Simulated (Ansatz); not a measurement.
# Si: the cost of one run

Program: Ansatz 0.2.0. Level of theory: DFT PBE+D3(BJ), plane waves, PAW, scalar-relativistic, collinear spin. These are calculated values, not measurements.

## (1) The starting structure

The cell holds 63 atoms (Si63): a = 10.860 Å, b = 10.860 Å, c = 10.860 Å, α = 90.00°, β = 90.00°, γ = 90.00°.

Its coordinates follow in the input file.

## (2) Relaxing end A

Contents of input.yaml:

```yaml
crystal:
  lattice:
    - [10.86, 0.0, 0.0]
    - [0.0, 10.86, 0.0]
    - [0.0, 0.0, 10.86]
  atoms:
    - { symbol: Si, position: [0.498533, -0.0021389, -0.0030775] }
    - { symbol: Si, position: [0.6245264, 0.1254289, 0.1246896] }
    - { symbol: Si, position: [0.7456875, 0.2474905, 0.0004794] }
    - { symbol: Si, position: [0.8707375, 0.3763614, 0.1242304] }
    - { symbol: Si, position: [0.7490299, 0.0024491, 0.2450102] }
    - { symbol: Si, position: [0.8723813, 0.1275495, 0.3778578] }
    - { symbol: Si, position: [-0.0015393, 0.0035601, 0.0035456] }
    - { symbol: Si, position: [0.127948, 0.1244156, 0.1221304] }
    - { symbol: Si, position: [0.2512286, 0.247874, 0.0006051] }
    - { symbol: Si, position: [0.3708838, 0.3775528, 0.1241219] }
    - { symbol: Si, position: [0.5029433, 0.5016364, -0.0042756] }
    - { symbol: Si, position: [0.62497, 0.6284602, 0.1236635] }
    - { symbol: Si, position: [0.7458258, 0.7570408, -0.0018659] }
    - { symbol: Si, position: [0.8772931, 0.8775271, 0.1215158] }
    - { symbol: Si, position: [0.2525473, 0.0045023, 0.2457104] }
    - { symbol: Si, position: [0.3737374, 0.1249474, 0.3758115] }
    - { symbol: Si, position: [0.5030185, 0.2507364, 0.2498384] }
    - { symbol: Si, position: [0.6269183, 0.3740779, 0.3792598] }
    - { symbol: Si, position: [0.7518449, 0.503197, 0.2498678] }
    - { symbol: Si, position: [0.8729507, 0.6192508, 0.3756339] }
    - { symbol: Si, position: [0.498763, 0.0003241, 0.5023804] }
    - { symbol: Si, position: [0.6269563, 0.1193985, 0.6289411] }
    - { symbol: Si, position: [0.7484905, 0.2573432, 0.5026255] }
    - { symbol: Si, position: [0.8819137, 0.3746864, 0.6238902] }
    - { symbol: Si, position: [0.7463465, -0.0005004, 0.7418363] }
    - { symbol: Si, position: [0.872978, 0.1300786, 0.8815054] }
    - { symbol: Si, position: [0.0008412, 0.5042491, -0.0013143] }
    - { symbol: Si, position: [0.121614, 0.628334, 0.1264814] }
    - { symbol: Si, position: [0.2437761, 0.7525893, -0.0022307] }
    - { symbol: Si, position: [0.3732351, 0.8769843, 0.1194104] }
    - { symbol: Si, position: [5.62e-05, 0.2557543, 0.2475553] }
    - { symbol: Si, position: [0.1286582, 0.3769482, 0.3754888] }
    - { symbol: Si, position: [0.2506632, 0.5024464, 0.2502814] }
    - { symbol: Si, position: [0.373035, 0.6229885, 0.3752991] }
    - { symbol: Si, position: [0.5000353, 0.7517328, 0.2537116] }
    - { symbol: Si, position: [0.6252394, 0.8729783, 0.3759571] }
    - { symbol: Si, position: [0.001436, -0.0038383, 0.5000547] }
    - { symbol: Si, position: [0.1295845, 0.1301533, 0.6275405] }
    - { symbol: Si, position: [0.2454594, 0.2519839, 0.5010829] }
    - { symbol: Si, position: [0.3732154, 0.3745699, 0.6252835] }
    - { symbol: Si, position: [0.4955433, 0.4994665, 0.4934938] }
    - { symbol: Si, position: [0.6272894, 0.6253202, 0.6222919] }
    - { symbol: Si, position: [0.7519289, 0.749493, 0.4989074] }
    - { symbol: Si, position: [0.8767439, 0.8756674, 0.6235721] }
    - { symbol: Si, position: [0.2532544, 0.0007485, 0.7538127] }
    - { symbol: Si, position: [0.3773329, 0.1263543, 0.8766074] }
    - { symbol: Si, position: [0.5000119, 0.2470374, 0.7549361] }
    - { symbol: Si, position: [0.629471, 0.3735094, 0.8705879] }
    - { symbol: Si, position: [0.7436209, 0.4978578, 0.7462418] }
    - { symbol: Si, position: [0.8749896, 0.6243589, 0.8768626] }
    - { symbol: Si, position: [-0.0004296, 0.7516059, 0.2450794] }
    - { symbol: Si, position: [0.1228669, 0.8800602, 0.3758906] }
    - { symbol: Si, position: [0.0037096, 0.4958707, 0.5035699] }
    - { symbol: Si, position: [0.124291, 0.6232923, 0.6214226] }
    - { symbol: Si, position: [0.2508041, 0.7456935, 0.5038599] }
    - { symbol: Si, position: [0.3715139, 0.8754587, 0.6203217] }
    - { symbol: Si, position: [-0.0007342, 0.2504139, 0.749538] }
    - { symbol: Si, position: [0.1254726, 0.3712953, 0.8750347] }
    - { symbol: Si, position: [0.249915, 0.4979958, 0.750053] }
    - { symbol: Si, position: [0.5060392, 0.7530534, 0.749093], spin: 1.0 }
    - { symbol: Si, position: [0.6273123, 0.8694481, 0.8771977] }
    - { symbol: Si, position: [-0.0025279, 0.7535378, 0.7468337] }
    - { symbol: Si, position: [0.1309979, 0.8780536, 0.8757687] }
magnetization:
  spin_polarized: true
total_charge: -1
basis:
  ecutwfc: 420.0
kpoints:
  mp_grid: { grid: [1, 1, 1] }
hamiltonian:
  xc: pbe
  dispersion: d3bj
  pseudopotentials: { kind: paw, azcp: { folder: soft_1 } }
scf:
  occupations: { method: gaussian, width: 0.05 }
  lower_state_search: "off"
relax:
  f_tol: 0.03
  max_steps: 60
  adjacent_minimum: "off"
```

The run is started by

```
$ ansatz run input.yaml --threads 4 --pin off --max-ram 10240MiB --backend cpu --events-out ev --progress --plain --runs-dir out
```

What time and memory should one allow on 4 threads of Arm Neoverse V2, shared host?

About 55 s, with a peak of 1.6 GiB.
